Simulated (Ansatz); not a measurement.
# CH₃F₃HfSe: how energies converge with the basis set

Aim: see how fast density functionals converge with the basis set for CH₃F₃HfSe.

Computed with Ansatz 0.2.0, Gaussian basis. Level: one geometry, several basis sets.

Plan: PBE0-D4/def2-SVP; ωB97M-V/def2-SVP; PBE0-D4/def2-QZVPP; ωB97M-V/def2-QZVPP; the functionals' def2-TZVPP values are taken from earlier runs.

### Step 1. The relaxed structure

An earlier PBE0-D4 in a triple-zeta def2 set relaxation fixed the geometry. Hf takes the def2 core potential; no spin-orbit term is included.

SMILES `C[Se][Hf]([F])([F])[F]`, 9 atoms, charge 0, spin multiplicity 1.

Atoms are counted from 1 here; the program's logs count them from 0.

Bond lengths: C1–Se2 1.977 Å, C1–H7 1.088 Å, C1–H8 1.088 Å, C1–H9 1.089 Å, Se2–Hf3 2.557 Å, Hf3–F4 1.899 Å, Hf3–F5 1.895 Å, Hf3–F6 1.899 Å. Angles: Se2–C1–H7 110.3°, Se2–C1–H8 105.9°, Se2–C1–H9 111.1°, H7–C1–H8 109.5°, H7–C1–H9 111.0°, H8–C1–H9 108.9°, C1–Se2–Hf3 93.0°, Se2–Hf3–F4 108.4°, Se2–Hf3–F5 108.6°, Se2–Hf3–F6 107.9°, F4–Hf3–F5 112.0°, F4–Hf3–F6 107.3°, F5–Hf3–F6 112.4°.

### Step 2. PBE0-D4 in def2-SVP

in.yaml

```yaml
crystal:
  periodic: [false, false, false]
  atoms:
    - {symbol: C, position_ang: [-0.063150, -1.284766, 1.084489]}
    - {symbol: Se, position_ang: [1.500897, -0.615935, 0.077917]}
    - {symbol: Hf, position_ang: [0.147558, 1.227835, -1.064636]}
    - {symbol: F, position_ang: [-1.252318, 0.416678, -2.058304]}
    - {symbol: F, position_ang: [1.310575, 2.236508, -2.169128]}
    - {symbol: F, position_ang: [-0.659862, 2.284977, 0.290717]}
    - {symbol: H, position_ang: [-0.763537, -1.773524, 0.410915]}
    - {symbol: H, position_ang: [0.327440, -2.011900, 1.793339]}
    - {symbol: H, position_ang: [-0.547613, -0.479873, 1.634681]}
basis:
  gaussian: {orbitals: def2-SVP}
hamiltonian: {xc: pbe0, dispersion: d4}
output: {orbitals: {seedname: orbitals}}
```

On the command line:

```
$ ansatz run in.yaml --threads 4 --pin off --events-out ev --progress --plain --max-ram 11315MiB
```

Further steps of the session: ωB97M-V in def2-SVP; PBE0-D4 in def2-QZVPP; ωB97M-V in def2-QZVPP.

Before running them: what should the planned runs give, taken together? Wanted: PBE0-D4: double and triple zeta above quadruple; ωB97M-V: double and triple zeta above quadruple.

As calculated:

| quantity | value |
| --- | --- |
| PBE0-D4: double and triple zeta above quadruple | 21.63, 1.89 eV |
| ωB97M-V: double and triple zeta above quadruple | 21.82, 1.81 eV |

For PBE0-D4 the step from double to triple zeta gains 19.73 eV and the next only 1.89 eV. These are total energies; as a rule much of such shifts cancels in differences, which this series doesn't test.
